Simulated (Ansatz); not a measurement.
# Cl2GaH: the cost of one run

Method: PBE0-D4/def2-TZVP structures, single points in def2-TZVPP, no counterpoise correction; program: Ansatz 0.2.0, Gaussian basis.

Levels: SPW92, PBE-D4, BLYP-D4, r2SCAN-D4, B97M-V, PBE0-D4, B3LYP-D4, r2SCAN0-D4, BHLYP-D4, CAM-B3LYP-D4, wB97X-V, wB97M-V, B2PLYP, PBE-QIDH, RPA on PBE, Hartree-Fock, MP2, CCSD, CCSD(T).

Correlated methods freeze the cores. Filled d shells of the heavier atoms are correlated. B3LYP uses VWN-RPA correlation. B2PLYP carries no dispersion term here.

94 further runs of the same task are left out: 94 set aside as unsound or not needed.

**1. Starting geometry**

The complex: 8 atoms, charge 0, spin multiplicity 1.

Atoms are counted from 1 here; the program's logs count them from 0.

Bond lengths: Ga1–N2 2.099 Å, Ga1–Cl3 2.181 Å, Ga1–Cl4 2.181 Å, Ga1–H6 1.556 Å, N2–H5 1.014 Å, N2–H7 1.016 Å, N2–H8 1.016 Å. Angles: N2–Ga1–Cl3 96.5°, N2–Ga1–Cl4 96.5°, N2–Ga1–H6 107.7°, Cl3–Ga1–Cl4 112.9°, Cl3–Ga1–H6 118.8°, Cl4–Ga1–H6 118.8°, Ga1–N2–H5 115.2°, Ga1–N2–H7 107.6°, Ga1–N2–H8 107.6°, H5–N2–H7 108.8°, H5–N2–H8 108.8°, H7–N2–H8 108.6°.

Geometry (Å):

```xyz
8
Cl2GaH4N
Ga   -1.03908   -0.10837   -0.21306
N     0.97088   -0.04772    0.38833
Cl   -0.66456   -0.75973   -2.26002
Cl   -1.40721    2.03536   -0.05980
H     1.19809   -0.62109    1.19329
H    -1.79345   -1.06788    0.75125
H     1.53628   -0.34975   -0.39960
H     1.19906    0.91928    0.59951
```

Its parts: GaHCl2 holds atoms 1, 3, 4, 6; NH3 holds atoms 2, 5, 7, 8. Each part counts its atoms afresh in its own runs.

**2. Relaxing GaHCl2 alone**

relax-a/in.yaml

```yaml
crystal:
  periodic: [false, false, false]
  atoms:
    - {symbol: Ga, position_ang: [-1.039082, -0.108370, -0.213058]}
    - {symbol: Cl, position_ang: [-0.664565, -0.759729, -2.260021]}
    - {symbol: Cl, position_ang: [-1.407213, 2.035362, -0.059799]}
    - {symbol: H, position_ang: [-1.793450, -1.067885, 0.751246]}
basis:
  gaussian: {orbitals: def2-TZVP}
hamiltonian: {xc: pbe0, dispersion: d4}
relax: {f_tol: 0.005, max_steps: 200}
```

Launch:

```
ansatz run in.yaml --threads 4 --pin off --events-out ev --progress --plain --max-ram 9574MiB
```

**Question.** How long does this run take on 4 threads of AMD EPYC 9R45, shared host?

About 3.1 s.
